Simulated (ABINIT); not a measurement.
**TaAs: single point with PBEsol**

TaAs:

```xyz
4
Lattice="-1.7218 1.7218 5.8679 1.7218 -1.7218 5.8679 1.7218 1.7218 -5.8679" Properties=species:S:1:pos:R:3 pbc="T T T"
Ta    0.0000    0.0000    5.8676
Ta    1.7218    0.0000    2.9336
As    0.0000    0.0000    0.9698
As    0.0000    1.7218    3.9037
```

The cell is a database's computed one.

```
Program             : ABINIT 10.8.3 (patched build)
Task                : single point
Functional          : PBEsol
Potentials or basis : PseudoDojo NC SR PBEsol v0.4.1 standard
Cutoff              : 1034 eV
k mesh              : 8 × 8 × 8
Occupations         : fermi-dirac, width 0.05 eV
Spin                : no spin polarisation
```

| Property | Result |
| --- | --- |
| Pressure | -4.7 GPa |
| Largest force | 0.022 eV/Å |
| Band gap on the k mesh | none (metal or under the smearing width) |
| Valence electrons inside the program's atomic spheres | Ta 9.23; As 12.46 |

Forces in eV/Å, atoms in the order of the input:
```
Ta   0.000  0.000  0.022
Ta   0.000  0.000  0.022
As   0.000  0.000 -0.022
As   0.000  0.000 -0.022
```

Stress tensor (GPa, compression positive):
```
-4.57  0.00  0.00
 0.00 -4.57  0.00
 0.00  0.00 -4.84
```

Levels at points of the mesh, in eV from the Fermi level:
| k point | band 25 | band 26 | band 27 | band 28 | band 29 | band 30 | band 31 | band 32 |
| --- | --- | --- | --- | --- | --- | --- | --- | --- |
| (0.00, 0.00, 0.00) | -2.36 | -1.96 | -1.64 | -1.64 | 0.91 | 1.57 | 2.30 | 3.09 |
| (0.50, 0.00, 0.00) | -2.44 | -2.34 | -1.59 | -0.29 | 0.12 | 1.36 | 2.23 | 2.45 |
| (0.50, 0.50, 0.00) | -3.21 | -3.21 | -1.13 | -1.13 | 2.80 | 2.80 | 3.06 | 3.06 |
| (0.50, 0.50, 0.50) | -2.81 | -2.81 | -0.93 | -0.93 | 1.22 | 1.22 | 2.28 | 2.28 |

Wall time 3 min on 4 MPI ranks on Intel(R) Xeon(R) 6975P-C (Granite Rapids), with other jobs on the host, peak memory 0.84 GiB a rank.

Spin-orbit coupling is left out, which matters for the levels of Ta.
